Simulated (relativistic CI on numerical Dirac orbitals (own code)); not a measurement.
# Tm LVIII (Tm⁵⁷⁺): levels and lines

Aim: the low levels of Tm⁵⁷⁺, their labels and the strongest lines; further runs change one setting each.

Program: relativistic CI on numerical Dirac orbitals (own code) version 2. Level of theory: Dirac-Coulomb-Breit CI, KLI orbitals optimised for each configuration, model QED (radiative potential, 1s self-energy scaled to tabulated hydrogen-like ionisation energies). These are calculated values, not measurements, unless marked.

## Step 1: The atom as given

```
ion                       : Tm⁵⁷⁺ (Tm LVIII)
nuclear charge            : 69
electrons                 : 12
isotope                   : A = 169
first configuration typed : [Ne] 3s2
```

Outer shells as boxes (Hund's rule):

first configuration typed
```
[Ne] core
3s [↑↓]
```

## Step 2: CI with the chosen configurations

Settings, as recorded:

```ini
atom Tm  Z=69  charge=57  electrons=12
nucleus A=169  rms_radius_fm=5.2256
hamiltonian dirac-coulomb  breit=on  qed=on  c_scale=1
orbitals kli  potential=per-configuration
slater_scale 1
correlation none
mixing on
configurations
  [Ne] 3s2
  [Ne] 3s 3p
  [Ne] 3p2
  [Ne] 3s 3d
  [Ne] 3d2
  [Ne] 3p 3d
  [Ne] 3p 4s
  [Ne] 3d 4s
  [Ne] 3s 4s
  [Ne] 3s 4p
  [Ne] 3s 4d
  [Ne] 3s 4f
  [Ne] 3s 5s
  [Ne] 3s 5p
  [Ne] 3s 5d
  [Ne] 4s2
end
```

Results of the run (chosen fields of its result record, rounded):

```text
status: converged
levels [i, E_cm, J2, conf, term, w_term, jj, w_jj, g, tau_s, breit_cm, qed_cm]:
  - [0, 0, 0, "3s2", "1S", 0.9911, "closed", 0.9911, "-", "-", 0, 0]
  - [1, 1005699.8, 0, "3s 3p", "3P*", 0.9995, "3s 3p1/2", 0.9995, "-", "-", 2.649e+04, -2.942e+04]
  - [2, 1119884.5, 2, "3s 3p", "3P*", 0.7404, "3s 3p1/2", 0.9916, 1.355, 6.774e-11, 2.403e+04, -2.948e+04]
  - [3, 2414184.6, 0, "3p2", "3P", 0.6947, "3p1/2^2", 0.9907, "-", 8.848e-12, 5.331e+04, -5.905e+04]
  - [4, 3143490.7, 4, "3s 3p", "3P*", 0.9988, "3s 3p3/2", 0.9988, 1.488, 1.21e-08, -669.6, -2.687e+04]
  - [5, 3424891.4, 2, "3s 3p", "1P*", 0.7349, "3s 3p3/2", 0.9877, 1.119, 6.803e-13, 684.6, -2.714e+04]
  - [6, 4434255, 4, "3p2", "1D", 0.5652, "3p1/2 3p3/2", 0.8461, 1.134, 2.774e-12, 1.9e+04, -5.302e+04]
  - [7, 4447008.7, 2, "3p2", "3P", 0.9989, "3p1/2 3p3/2", 0.9989, 1.49, 9.128e-13, 2.774e+04, -5.687e+04]
  - [8, 4729788.3, 2, "3s 3d", "3D", 0.9998, "3s 3d3/2", 0.9998, 0.4884, 1.048e-12, -8310, -3.205e+04]
  - [9, 4816314.5, 4, "3s 3d", "3D", 0.7422, "3s 3d3/2", 0.8379, 1.135, 6.769e-13, -8142, -3.456e+04]
  - [10, 5214779.6, 6, "3s 3d", "3D", 1, "3s 3d5/2", 1, 1.322, 5.224e-12, -2.547e+04, -3.075e+04]
  - [11, 5347846.8, 4, "3s 3d", "1D", 0.7123, "3s 3d5/2", 0.9083, 1.052, 2.768e-12, -2.046e+04, -3.248e+04]
  - [12, 5816023.4, 4, "3p 3d", "3F*", 0.7541, "3p1/2 3d3/2", 0.9997, 0.749, 2.19e-11, 1.575e+04, -6.203e+04]
  - [13, 6074799.4, 2, "3p 3d", "3D*", 0.5375, "3p1/2 3d3/2", 0.9932, 0.8079, 7.688e-13, 1.908e+04, -6.19e+04]
  - [14, 6440149.9, 4, "3p 3d", "3P*", 0.4683, "3p1/2 3d5/2", 0.9981, 1.27, 4.29e-12, 4027, -6.073e+04]
  - [15, 6459334.5, 6, "3p 3d", "3F*", 0.5391, "3p1/2 3d5/2", 0.9888, 1.105, 6.479e-12, -684.9, -6.074e+04]
  - [16, 6646121.1, 4, "3p2", "3P", 0.6202, "3p3/2^2", 0.9832, 1.299, 4.813e-13, 442.9, -5.403e+04]
  - [17, 6785084.5, 0, "3p2", "1S", 0.6884, "3p3/2^2", 0.9898, "-", 4.953e-13, 4386, -5.428e+04]
  - [18, 8049638.9, 4, "3p 3d", "3D*", 0.505, "3p3/2 3d3/2", 0.9859, 1.027, 5.264e-13, -8364, -5.946e+04]
  - [19, 8125988.1, 0, "3p 3d", "3P*", 0.9995, "3p3/2 3d3/2", 0.9995, "-", 4.98e-13, -3139, -5.946e+04]
  - [20, 8128304.1, 6, "3p 3d", "3F*", 0.4596, "3p3/2 3d3/2", 0.9528, 1.097, 5.697e-13, -1.204e+04, -5.943e+04]
  - [21, 8130804.2, 2, "3p 3d", "3P*", 0.6071, "3p3/2 3d3/2", 0.9925, 1.116, 5.041e-13, -7310, -5.945e+04]
  - [22, 8446688.1, 8, "3p 3d", "3F*", 1, "3p3/2 3d5/2", 1, 1.239, 1.128e-12, -2.55e+04, -5.819e+04]
  - [23, 8538466.4, 4, "3p 3d", "3P*", 0.4769, "3p3/2 3d5/2", 0.986, 1.242, 8.451e-13, -2.24e+04, -5.82e+04]
  - [24, 8684636.4, 6, "3p 3d", "3D*", 0.5729, "3p3/2 3d5/2", 0.9615, 1.18, 8.076e-13, -2.37e+04, -5.824e+04]
  - [25, 8780254.3, 2, "3p 3d", "1P*", 0.6688, "3p3/2 3d5/2", 0.9879, 1.043, 7.343e-13, -1.857e+04, -5.812e+04]
  - [26, 9558254.6, 4, "3d2", "3F", 0.7524, "3d3/2^2", 0.9909, 0.7519, 5.555e-13, -1.715e+04, -6.46e+04]
  - [27, 9755243.8, 0, "3d2", "3P", 0.7313, "3d3/2^2", 0.9779, "-", 4.921e-13, -1.081e+04, -6.455e+04]
  - [28, 10010928, 6, "3d2", "3F", 1, "3d3/2 3d5/2", 1, 1.072, 9.466e-13, -3.265e+04, -6.334e+04]
  - [29, 10104067, 4, "3d2", "3P", 0.4933, "3d3/2 3d5/2", 0.9898, 1.171, 8.464e-13, -3.125e+04, -6.334e+04]
  - [30, 10120354, 8, "3d2", "1G", 0.6655, "3d3/2 3d5/2", 0.9768, 1.072, 1.09e-12, -3.87e+04, -6.331e+04]
  - [31, 10141959, 2, "3d2", "3P", 0.9991, "3d3/2 3d5/2", 0.9991, 1.49, 8.185e-13, -2.518e+04, -6.334e+04]
  - [32, 10535255, 8, "3d2", "3F", 0.6655, "3d5/2^2", 0.9768, 1.156, 3.03e-12, -4.903e+04, -6.21e+04]
  - [33, 10610876, 4, "3d2", "3P", 0.4759, "3d5/2^2", 0.9961, 1.21, 2.458e-12, -4.356e+04, -6.204e+04]
  - [34, 10833460, 0, "3d2", "1S", 0.7251, "3d5/2^2", 0.9742, "-", 1.74e-12, -3.38e+04, -6.205e+04]
  - "... 33 more rows left out ..."
lines, the strongest and those to the lowest levels [upper, lower, type, S_au, A_per_s, branching]:
  - [4, 2, "M1", 1.806, 8.076e+07, 0.9771]
  - [35, 4, "E1", 0.006405, 2.797e+13, 0.6103]
  - [38, 0, "E1", 0.003638, 2.729e+13, 0.7087]
  - [39, 6, "E1", 0.004975, 2.131e+13, 0.5281]
  - [42, 0, "E1", 0.003728, 3.159e+13, 0.7145]
  - [43, 1, "E1", 0.005564, 4.416e+13, 0.5433]
  - [43, 2, "E1", 0.003162, 2.472e+13, 0.3041]
  - [44, 2, "E1", 0.01362, 6.396e+13, 0.7926]
  - [44, 4, "E1", 0.004057, 1.438e+13, 0.1782]
  - [45, 4, "E1", 0.03214, 8.379e+13, 0.9978]
  - [46, 5, "E1", 0.02129, 7.476e+13, 0.9023]
  - [47, 8, "E1", 0.04849, 1.469e+14, 0.8395]
  - [47, 9, "E1", 0.006708, 2.006e+13, 0.1146]
  - [48, 6, "E1", 0.006763, 1.535e+13, 0.08776]
  - [48, 9, "E1", 0.06626, 1.419e+14, 0.8112]
  - [48, 10, "E1", 0.007947, 1.6e+13, 0.09145]
  - [49, 10, "E1", 0.1079, 1.707e+14, 0.9978]
  - [50, 6, "E1", 0.004857, 1.124e+13, 0.06548]
  - [50, 11, "E1", 0.07692, 1.546e+14, 0.9012]
  - [51, 16, "E1", 0.005949, 1.523e+13, 0.5259]
  - [52, 16, "E1", 0.006392, 2.745e+13, 0.551]
  - [54, 20, "E1", 0.00822, 2.084e+13, 0.4781]
  - [55, 22, "E1", 0.01121, 2.086e+13, 0.4777]
  - [55, 24, "E1", 0.004401, 7.874e+12, 0.1804]
  - [56, 23, "E1", 0.004717, 1.214e+13, 0.2859]
  - [56, 24, "E1", 0.003944, 9.907e+12, 0.2333]
  - [56, 25, "E1", 0.003719, 9.197e+12, 0.2166]
  - [62, 0, "E1", 0.001059, 2.379e+13, 0.6481]
  - [63, 1, "E1", 0.001203, 2.52e+13, 0.4164]
  - [64, 2, "E1", 0.002949, 3.668e+13, 0.6077]
  - [64, 38, "E1", 0.02665, 1.119e+13, 0.1855]
  - [65, 4, "E1", 0.006059, 4.452e+13, 0.7297]
  - [65, 41, "E1", 0.06533, 1.553e+13, 0.2545]
  - [66, 5, "E1", 0.004009, 4.011e+13, 0.66]
  - [66, 42, "E1", 0.03696, 1.207e+13, 0.1986]
  - [67, 52, "E1", 0.005111, 6.744e+13, 0.7434]
n_levels_all: 68
total_energy [Ha]: -9906.5641182
configurations [conf, odd, states, E_av_cm, breit_Ha, qed_Ha, corr_Ha]:
  - ["3s2", 0, 1, 33205, 10.67, 8.995, "-"]
  - ["3s 3p", 1, 12, 2.54084e+06, 10.71, 8.866, "-"]
  - ["3p2", 0, 15, 5.22472e+06, 10.75, 8.736, "-"]
  - ["3s 3d", 0, 20, 5.06018e+06, 10.58, 8.849, "-"]
  - ["3d2", 0, 45, 1.01825e+07, 10.5, 8.704, "-"]
  - ["3p 3d", 1, 60, 7.66903e+06, 10.62, 8.72, "-"]
  - ["3p 4s", 1, 12, 2.4423e+07, 10.6, 8.779, "-"]
  - ["3d 4s", 0, 20, 2.68465e+07, 10.47, 8.762, "-"]
  - ["3s 4s", 0, 4, 2.18006e+07, 10.56, 8.909, "-"]
  - ["3s 4p", 1, 12, 2.28916e+07, 10.57, 8.857, "-"]
  - ["3s 4d", 0, 20, 2.38724e+07, 10.52, 8.851, "-"]
  - ["3s 4f", 1, 28, 2.43516e+07, 10.49, 8.851, "-"]
  - ["3s 5s", 0, 4, 3.14635e+07, 10.52, 8.881, "-"]
  - ["3s 5p", 1, 12, 3.20082e+07, 10.53, 8.855, "-"]
  - "... 2 more rows left out ..."
radial 3s 3p [Ha, bohr]: {"<r^1>(3s)": 0.1999, "<r^2>(3s)": 0.045645, "<r^4>(3s)": 0.003047, "<r^-3>(3p)": 3719.2, "<r^1>(3p)": 0.19471, "<r^2>(3p)": 0.0439, "<r^4>(3p)": 0.002922, "G1(3s,3p)": 2.8884, "zeta(3p)": 6.4996}
ionisation_energy [eV]: 5900.87
```

Wall time 0.38 s (1 thread, shared host).

Lowest levels:

| level | energy (eV) | LS purity (%) | jj purity (%) | radiative lifetime (s) |
| --- | --- | --- | --- | --- |
| 3s2 1S0 | 0.00 | 99 | 99 | - |
| 3s 3p 3P°0 | 124.69 | 100 | 100 | - |
| 3s 3p [3s 3p1/2] J=1° | 138.85 | 74 | 99 | 6.8e-11 |
| 3p2 [3p1/2^2] J=0 | 299.32 | 69 | 99 | 8.8e-12 |
| 3s 3p 3P°2 | 389.74 | 100 | 100 | 1.2e-08 |
| 3s 3p [3s 3p3/2] J=1° | 424.63 | 73 | 99 | 6.8e-13 |
| 3p2 [3p1/2 3p3/2] J=2 | 549.78 | 57 | 85 | 2.8e-12 |
| 3p2 3P1 | 551.36 | 100 | 100 | 9.1e-13 |
| 3s 3d 3D1 | 586.42 | 100 | 100 | 1e-12 |
| 3s 3d 3D2 | 597.15 | 74 | 84 | 6.8e-13 |
| 3s 3d 3D3 | 646.55 | 100 | 100 | 5.2e-12 |
| 3s 3d 1D2 | 663.05 | 71 | 91 | 2.8e-12 |
| 3p 3d [3p1/2 3d3/2] J=2° | 721.10 | 75 | 100 | 2.2e-11 |
| 3p 3d [3p1/2 3d3/2] J=1° | 753.18 | 54 | 99 | 7.7e-13 |

Where the configurations lie:

| configuration | levels among the lowest 60 | parity | lowest (eV) | highest (eV) |
| --- | --- | --- | --- | --- |
| 3s2 | 1 | even | 0.00 | 0.00 |
| 3s 3p | 4 | odd | 124.69 | 424.63 |
| 3p2 | 5 | even | 299.32 | 841.24 |
| 3s 3d | 4 | even | 586.42 | 663.05 |
| 3p 3d | 12 | odd | 721.10 | 1088.61 |
| 3d2 | 9 | even | 1185.07 | 1343.18 |
| 3s 4s | 2 | even | 2699.44 | 2713.44 |
| 3s 4p | 4 | odd | 2764.91 | 2880.99 |
| 3p 4s | 4 | odd | 2844.63 | 3120.90 |

Strongest E1 lines, by gA:

| upper | lower | wavelength (nm) | A (1/s) |
| --- | --- | --- | --- |
| 3s 4f 3F°4 | 3s 3d 3D3 | 0.5220 | 1.71e+14 |
| 3s 4f 1F°3 | 3s 3d 1D2 | 0.5241 | 1.55e+14 |
| 3s 4f 3F°3 | 3s 3d 3D2 | 0.5132 | 1.42e+14 |
| 3s 4f 3F°2 | 3s 3d 3D1 | 0.5114 | 1.47e+14 |
| 3s 4d 3D3 | 3s 3p 3P°2 | 0.4806 | 8.38e+13 |
| 3s 4d [3s 4d5/2] J=2 | 3s 3p [3s 3p3/2] J=1° | 0.4869 | 7.48e+13 |
| 3s 4d [3s 4d3/2] J=2 | 3s 3p [3s 3p1/2] J=1° | 0.4419 | 6.4e+13 |
| 3s 5d 3D3 | 3s 3p 3P°2 | 0.3402 | 4.45e+13 |
| 3s 5d [3s 5d5/2] J=2 | 3s 3p [3s 3p3/2] J=1° | 0.3434 | 4.01e+13 |
| 3s 5d [3s 5d3/2] J=2 | 3s 3p [3s 3p1/2] J=1° | 0.3194 | 3.67e+13 |

## Step 3: Without the Breit term

Settings: those of step 2 with these lines changed.

```diff
@@ -2,3 +2,3 @@
 nucleus A=169  rms_radius_fm=5.2256
-hamiltonian dirac-coulomb  breit=on  qed=on  c_scale=1
+hamiltonian dirac-coulomb  breit=off  qed=on  c_scale=1
 orbitals kli  potential=per-configuration
```

From the record:

```text
status: converged
levels [i, E_cm, J2, conf, term, w_term, w_jj]:
  - [0, 0, 0, "3s2", "1S", 0.9909, 0.9909]
  - [1, 979145.28, 0, "3s 3p", "3P*", 0.9995, 0.9995]
  - [2, 1095797.2, 2, "3s 3p", "3P*", 0.7397, 0.9918]
  - [3, 2360966.2, 0, "3p2", "3P", 0.694, 0.9905]
  - [4, 3144171.5, 4, "3s 3p", "3P*", 0.9988, 0.9988]
  - [5, 3424214.7, 2, "3s 3p", "1P*", 0.7342, 0.9878]
  - [6, 4415033.3, 4, "3p2", "1D", 0.5756, 0.8631]
  - [7, 4419348.4, 2, "3p2", "3P", 0.999, 0.999]
  - [8, 4738130.1, 2, "3s 3d", "3D", 0.9999, 0.9999]
  - [9, 4824654, 4, "3s 3d", "3D", 0.7409, 0.8556]
  - [10, 5240303.5, 6, "3s 3d", "3D", 1, 1]
  - [11, 5368496.1, 4, "3s 3d", "1D", 0.7107, 0.9152]
  - [12, 5800362.9, 4, "3p 3d", "3F*", 0.7543, 0.9997]
  - [13, 6055802.5, 2, "3p 3d", "3D*", 0.5368, 0.9933]
  - [14, 6436210.7, 4, "3p 3d", "3P*", 0.4685, 0.9982]
  - [15, 6460107.1, 6, "3p 3d", "3F*", 0.539, 0.9889]
  - "... 52 more rows left out ..."
n_levels_all: 68
total_energy [Ha]: -9917.2308817
configurations [conf, odd, states, E_av_cm, breit_Ha, qed_Ha, corr_Ha]:
  - ["3s2", 0, 1, 32923, 10.67, 8.995, "-"]
  - ["3s 3p", 1, 12, 2.53238e+06, 10.71, 8.866, "-"]
  - ["3p2", 0, 15, 5.20681e+06, 10.75, 8.736, "-"]
  - ["3s 3d", 0, 20, 5.07878e+06, 10.58, 8.849, "-"]
  - ["3d2", 0, 45, 1.02182e+07, 10.5, 8.704, "-"]
  - ["3p 3d", 1, 60, 7.67852e+06, 10.62, 8.72, "-"]
  - ["3p 4s", 1, 12, 2.44382e+07, 10.6, 8.779, "-"]
  - ["3d 4s", 0, 20, 2.6889e+07, 10.47, 8.762, "-"]
  - ["3s 4s", 0, 4, 2.18249e+07, 10.56, 8.909, "-"]
  - ["3s 4p", 1, 12, 2.29122e+07, 10.57, 8.857, "-"]
  - ["3s 4d", 0, 20, 2.39042e+07, 10.52, 8.851, "-"]
  - ["3s 4f", 1, 28, 2.439e+07, 10.49, 8.851, "-"]
  - ["3s 5s", 0, 4, 3.14953e+07, 10.52, 8.881, "-"]
  - ["3s 5p", 1, 12, 3.20381e+07, 10.53, 8.855, "-"]
  - "... 2 more rows left out ..."
ionisation_energy [eV]: 5905.74
```

Run time: 0.2 s. Hardware: 1 thread, shared host.

Shifts of the excitation energies against the main run, counted from its lowest level (eV):

| level | main run | shift |
| --- | --- | --- |
| 3s 3p 3P°0 | 124.69 | -3.29 |
| 3s 3p [3s 3p1/2] J=1° | 138.85 | -2.99 |
| 3p2 [3p1/2^2] J=0 | 299.32 | -6.60 |
| 3s 3p 3P°2 | 389.74 | +0.08 |
| 3s 3p [3s 3p3/2] J=1° | 424.63 | -0.08 |
| 3p2 [3p1/2 3p3/2] J=2 | 549.78 | -2.38 |
| 3p2 3P1 | 551.36 | -3.43 |
| 3s 3d 3D1 | 586.42 | +1.03 |
| 3s 3d 3D2 | 597.15 | +1.03 |
| 3s 3d 3D3 | 646.55 | +3.16 |
| 3s 3d 1D2 | 663.05 | +2.56 |
| 3p 3d [3p1/2 3d3/2] J=2° | 721.10 | -1.94 |

## Step 4: One common potential

Settings: those of step 3 with these lines changed.

```diff
@@ -2,4 +2,4 @@
 nucleus A=169  rms_radius_fm=5.2256
-hamiltonian dirac-coulomb  breit=off  qed=on  c_scale=1
-orbitals kli  potential=per-configuration
+hamiltonian dirac-coulomb  breit=on  qed=on  c_scale=1
+orbitals kli  potential=mean
 slater_scale 1
```

From the record:

```text
status: converged
levels [i, E_cm, J2, conf, term, w_term, w_jj]:
  - [0, 0, 0, "3s2", "1S", 0.9912, 0.9912]
  - [1, 1006958.4, 0, "3s 3p", "3P*", 0.9995, 0.9995]
  - [2, 1121151.3, 2, "3s 3p", "3P*", 0.7404, 0.9916]
  - [3, 2416993.2, 0, "3p2", "3P", 0.6947, 0.9907]
  - [4, 3144740.9, 4, "3s 3p", "3P*", 0.9988, 0.9988]
  - [5, 3426176.1, 2, "3s 3p", "1P*", 0.7349, 0.9877]
  - [6, 4436545.4, 4, "3p2", "1D", 0.5645, 0.8449]
  - [7, 4449615.9, 2, "3p2", "3P", 0.9989, 0.9989]
  - [8, 4730388.7, 2, "3s 3d", "3D", 0.9998, 0.9998]
  - [9, 4817129.4, 4, "3s 3d", "3D", 0.7419, 0.8367]
  - [10, 5215338.2, 6, "3s 3d", "3D", 1, 1]
  - [11, 5348522.7, 4, "3s 3d", "1D", 0.7122, 0.908]
  - [12, 5818512.6, 4, "3p 3d", "3F*", 0.7541, 0.9997]
  - [13, 6077169.6, 2, "3p 3d", "3D*", 0.5376, 0.9932]
  - [14, 6442338.4, 4, "3p 3d", "3P*", 0.4683, 0.9981]
  - [15, 6461531.1, 6, "3p 3d", "3F*", 0.539, 0.9888]
  - "... 52 more rows left out ..."
n_levels_all: 68
total_energy [Ha]: -9906.5694925
configurations [conf, odd, states, E_av_cm, breit_Ha, qed_Ha, corr_Ha]:
  - ["3s2", 0, 1, 33097.5, 10.66, 8.994, "-"]
  - ["3s 3p", 1, 12, 2.54201e+06, 10.71, 8.866, "-"]
  - ["3p2", 0, 15, 5.22728e+06, 10.75, 8.738, "-"]
  - ["3s 3d", 0, 20, 5.06085e+06, 10.58, 8.848, "-"]
  - ["3d2", 0, 45, 1.01847e+07, 10.51, 8.703, "-"]
  - ["3p 3d", 1, 60, 7.67113e+06, 10.63, 8.72, "-"]
  - ["3p 4s", 1, 12, 2.44225e+07, 10.59, 8.777, "-"]
  - ["3d 4s", 0, 20, 2.68456e+07, 10.46, 8.76, "-"]
  - ["3s 4s", 0, 4, 2.17989e+07, 10.54, 8.905, "-"]
  - ["3s 4p", 1, 12, 2.28906e+07, 10.56, 8.854, "-"]
  - ["3s 4d", 0, 20, 2.38709e+07, 10.51, 8.847, "-"]
  - ["3s 4f", 1, 28, 2.4349e+07, 10.48, 8.846, "-"]
  - ["3s 5s", 0, 4, 3.14615e+07, 10.51, 8.875, "-"]
  - ["3s 5p", 1, 12, 3.20066e+07, 10.52, 8.85, "-"]
  - "... 2 more rows left out ..."
```

Run time: 0.26 s. Hardware: 1 thread, shared host.

How the levels moved (eV, from the main run's lowest level):

| level | main run | shift |
| --- | --- | --- |
| 3s 3p 3P°0 | 124.69 | +0.16 |
| 3s 3p [3s 3p1/2] J=1° | 138.85 | +0.16 |
| 3p2 [3p1/2^2] J=0 | 299.32 | +0.35 |
| 3s 3p 3P°2 | 389.74 | +0.16 |
| 3s 3p [3s 3p3/2] J=1° | 424.63 | +0.16 |
| 3p2 [3p1/2 3p3/2] J=2 | 549.78 | +0.28 |
| 3p2 3P1 | 551.36 | +0.32 |
| 3s 3d 3D1 | 586.42 | +0.07 |
| 3s 3d 3D2 | 597.15 | +0.10 |
| 3s 3d 3D3 | 646.55 | +0.07 |
| 3s 3d 1D2 | 663.05 | +0.08 |
| 3p 3d [3p1/2 3d3/2] J=2° | 721.10 | +0.31 |

## Step 5: What each setting moved

| run | time | mean size of shift, levels followed (cm⁻¹) | lowest level | ionisation energy (eV) |
| --- | --- | --- | --- | --- |
| main run | 0.38 s | 0 | 3s2 1S0 | 5900.9 |
| without the Breit term | 0.2 s | 19218 | 3s2 1S0 | 5905.7 |
| one common potential | 0.26 s | 1492 | 3s2 1S0 | - |

The tabulated theoretical ionisation energy (NIST) is 5901 eV.

## Step 6: Results

| quantity | value |
| --- | --- |
| lowest level | 3s2 1S0 |
| first excitation | 3s 3p 3P°0, 124.69 eV |
| lowest level of the other parity | 3s 3p 3P°0, 124.69 eV |
| levels in the model | 68 |
| fastest E1 line (by rate) to the lowest level | 0.4304 nm, from 3s 4p [3s 4p3/2] J=1° |
| ionisation energy | 5900.9 eV |
| ionisation energy, tabulated theoretical (NIST) | 5901 eV |

What this shows: The lowest level is 3s2 1S0, 99 % pure in LS and 99 % in jj coupling; over the low levels the means are 80 and 97 %, so jj coupling describes them better. The ionisation energy agrees with the tabulated theoretical value within its uncertainty of 6 eV. Of the changes tried, the run «without the Breit term» moves the low levels most, by 19218 cm⁻¹ on average. Lifetimes count radiative decay inside the model alone.
